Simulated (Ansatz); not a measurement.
# GaN₂+ (quintet): the correlation ladder, cc-pVTZ

The task here is to estimate one member of a computed series from the others.

Program: Ansatz 0.2.0, Gaussian basis. Level of theory: cc-pVTZ, core rule «outside noble gas», up to 16 orbitals frozen. These are calculated values, not measurements.

To be run: UHF; CCSD(T) on ROHF; CCSD(T) on UHF; BCCD(T) on ROHF; CCSDT(Q) on ROHF; CCSDT(Q) on UHF.

5 further runs of the same task are left out: 2 for a known fault of the program, 3 set aside as unsound or not needed.

## The system

The geometry is a PBE0/def2-TZVP stationary point (not a proven minimum) of the parent state, kept for this charge and spin. No spin-orbit coupling is included. The filled d shell of Ga may be among the frozen orbitals whatever the setting's name suggests; the logs give the count.

3 atoms, charge 1, spin multiplicity 5.

Atoms are counted from 1 here; the program's logs count them from 0.

Bond lengths: N1–Ga2 1.807 Å, Ga2–N3 1.807 Å. Angles: N1–Ga2–N3 180.0°.

The first run:

File in.yaml:

```yaml
crystal:
  periodic: [false, false, false]
  atoms:
    - {symbol: N, position_ang: [0.000000, 0.000000, 1.806600]}
    - {symbol: Ga, position_ang: [0.000000, 0.000000, 0.000000]}
    - {symbol: N, position_ang: [0.000000, 0.000000, -1.806600]}
basis:
  gaussian: {orbitals: cc-pVTZ}
total_charge: 1
magnetization: {spin_polarized: true, initial_magnetization: 4}
hamiltonian: {xc: hf}
output: {orbitals: {seedname: orbitals}}
```

Started as:

```console
ansatz run in.yaml --threads 1 --pin off --events-out ev --progress --plain --max-ram 4096MiB --backend cpu
```

Among the steps run: UHF; CCSD(T) on ROHF; CCSD(T) on UHF; BCCD(T) on ROHF; CCSDT(Q) on ROHF; CCSDT(Q) on UHF.

One of the session's tables, all rows but one given; the rest of the session is left out.

```
   method  from UCCSDT(Q) (kJ/mol)
     ROHF                   +922.0
      UHF                   +890.2
     RMP2                   +130.4
     UMP2                        ?
    RCCSD                    +40.6
    UCCSD                    +39.6
 RCCSD(T)                     +7.6
 UCCSD(T)                     +7.3
  BCCD(T)                     +7.6
   RCCSDT                     +2.5
   UCCSDT                     +2.0
RCCSDT(Q)                     +0.6
UCCSDT(Q)                        0
```

**Question.** Estimate the row for UMP2.

**Answer.** from UCCSDT(Q) (kJ/mol): +134.5. In the column «from UCCSDT(Q) (kJ/mol)» it lies between RMP2 (+130.4) and UHF (+890.2).

Limits of these values: Restricted and unrestricted rows rest on different reference determinants; where their highest levels disagree by more than a few hundredths of an eV, they describe different states and don't form one ladder.
